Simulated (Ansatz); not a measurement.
# C2H6SSi: the cost of one run

Method: RKS B3LYP/def2-SVP, in Ansatz 0.2.0.

### Step 1. Starting point

Bond lengths: C1–Si2 1.842 Å, Si2–S3 2.143 Å, S3–C4 1.909 Å, C1–H5 1.096 Å, C1–H6 1.037 Å, C1–H7 1.144 Å, C4–H8 1.088 Å, C4–H9 1.018 Å, C4–H10 1.100 Å. Angles: C1–Si2–S3 108.1°, Si2–C1–H5 110.2°, Si2–C1–H6 115.5°, Si2–C1–H7 109.2°, H5–C1–H6 111.5°, H5–C1–H7 104.3°, H6–C1–H7 105.4°, Si2–S3–C4 102.6°, S3–C4–H8 108.7°, S3–C4–H9 110.1°, S3–C4–H10 105.1°, H8–C4–H9 110.3°, H8–C4–H10 108.6°, H9–C4–H10 113.9°.

Structure file:

```xyz
10

C    -0.6574    1.6253    0.3704
Si   -0.9865    0.7169   -1.1974
S    -0.8963   -1.3830   -0.7814
C     0.9124   -1.6184   -0.2181
H    -1.4173    1.3750    1.1193
H     0.3015    1.5241    0.7527
H    -0.7954    2.7471    0.1909
H     1.0741   -1.0403    0.6899
H     1.5495   -1.3105   -0.9501
H     0.9986   -2.6876    0.0268
```

### Step 2. End point A

Contents of input.yaml:

```yaml
crystal:
  periodic: [false, false, false]
  atoms:
    - { symbol: C, position_ang: [-0.6574, 1.6253, 0.3704] }
    - { symbol: Si, position_ang: [-0.9865, 0.7169, -1.1974] }
    - { symbol: S, position_ang: [-0.8963, -1.383, -0.7814] }
    - { symbol: C, position_ang: [0.9124, -1.6184, -0.2181] }
    - { symbol: H, position_ang: [-1.4173, 1.375, 1.1193] }
    - { symbol: H, position_ang: [0.3015, 1.5241, 0.7527] }
    - { symbol: H, position_ang: [-0.7954, 2.7471, 0.1909] }
    - { symbol: H, position_ang: [1.0741, -1.0403, 0.6899] }
    - { symbol: H, position_ang: [1.5495, -1.3105, -0.9501] }
    - { symbol: H, position_ang: [0.9986, -2.6876, 0.0268] }
basis:
  gaussian: { orbitals: def2-SVP }
hamiltonian:
  xc: b3lyp
relax:
  f_tol: 0.02
  max_steps: 50
```

Command:

```sh
> ansatz run input.yaml --threads 2 --pin off --max-ram 3072MiB --backend cpu --events-out ev --progress --plain --runs-dir out
```

What time and memory should one allow on 2 threads of Intel Xeon Platinum 8488C (Sapphire Rapids), shared host?

About 23 s, with a peak of 0.21 GiB.
